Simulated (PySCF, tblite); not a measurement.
# C6H11O2P: geometry, infrared bands and NMR shifts

Aim: predict the infrared bands and NMR shifts of C6H11O2P (`C[P@@](=O)(O)C1=CCCC1`).

Programs: tblite 0.8.0 and PySCF 2.14.0, with density-fitted response routines of our own. Each step states its level of theory. These are calculated values for one molecule in the gas phase, unless marked as measured. Atoms are numbered from 0 throughout.

## (1) The molecule as given

20 atoms, charge 0, multiplicity 1; geometry from: force field or distance geometry start.

Bonds of the start (Å): C0–P1 1.77, P1–O2 1.50, P1–O3 1.61, P1–C4 1.73, C4–C5 1.34, C5–C6 1.50, C6–C7 1.53, C7–C8 1.53, C8–C4 1.50, C0–H9 1.09, C0–H10 1.11, C0–H11 1.09, O3–H12 0.99, C5–H13 1.08, C6–H14 1.09, C6–H15 1.10, C7–H16 1.10, C7–H17 1.08, C8–H18 1.10, C8–H19 1.10.

## (2) Optimising the geometry with GFN2-xTB

Job settings and geometry (Å):

```
{"job": {"kind": "relax", "xc": "GFN2-xTB", "basis": "xTB"}, "charge": 0, "multiplicity": 1}
C     -2.468000     0.465400    -0.785200
P     -1.674200    -0.243700     0.633800
O     -2.244000     0.251100     1.934300
O     -2.056900    -1.803500     0.470500
C      0.014500    -0.164100     0.290000
C      0.756900    -0.982000    -0.474500
C      2.192800    -0.556500    -0.514800
C      2.145000     0.860100     0.064700
C      0.849600     0.932700     0.869000
H     -2.269100     1.538500    -0.840000
H     -3.563000     0.334500    -0.713500
H     -2.140500    -0.007700    -1.708700
H     -1.850300    -2.319700     1.294600
H      0.388400    -1.861400    -0.980700
H      2.586600    -0.550200    -1.528000
H      2.799200    -1.223000     0.121700
H      2.109700     1.588000    -0.756500
H      3.018100     1.083600     0.667400
H      0.370000     1.918500     0.760700
H      1.030000     0.750100     1.937700
```

On the command line:

```console
OMP_NUM_THREADS=1 python probes_run.py task.json out
```

One launch serves the whole session: the jobs run in the order shown.

**Question.** This job is followed by: GFN2-xTB harmonic vibrations, gas phase; GIAO PBE0/pcSseg-1 NMR shielding, non-relativistic, gas phase. What will the session give for the following? strongest single infrared mode (GFN2-xTB); zero-point energy (GFN2-xTB); 13C shifts against TMS (PBE0/pcSseg-1); 1H shifts against TMS (PBE0/pcSseg-1, means over atoms taken as alike); 31P shifts against H3PO4 (PBE0/pcSseg-1); 17O shifts against H2O (PBE0/pcSseg-1).

The runs gave:

| quantity | value |
| --- | --- |
| strongest single infrared mode (GFN2-xTB) | 1256 cm⁻¹, 294 km/mol |
| zero-point energy (GFN2-xTB) | 100.4 kcal/mol |
| 13C shifts against TMS (PBE0/pcSseg-1) | 149.0, 148.3, 38.5, 37.1, 25.4, 21.0 ppm |
| 1H shifts against TMS (PBE0/pcSseg-1, means over atoms taken as alike) | 6.42, 2.92, 2.69, 2.57, 2.54, 2.43, 2.08, 1.87, 1.35 ppm |
| 31P shifts against H3PO4 (PBE0/pcSseg-1) | 27.7 ppm |
| 17O shifts against H2O (PBE0/pcSseg-1) | 152.8, 114.2 ppm |

In words: Relaxing lowered the energy by 0.319 eV in 91 steps; the close pair that moved most is P1–C4, from 1.725 to 1.807 Å. No mode is imaginary among the 54: a minimum at this level. The strongest single mode, at 1256 cm⁻¹, moves mainly O2 and P1. Unscaled tight-binding wavenumbers are off by several per cent, some by more. Its intensities can rank the bands wrongly. The most deshielded hydrogen is H13 (hydrogen on an alkene CH), at 6.42 ppm: attached to an sp2 carbon and in the plane of the double bond. At PBE0/pcSseg-1: The widest tensor belongs to P1: span 220 ppm, with a paramagnetic part of -674 ppm.
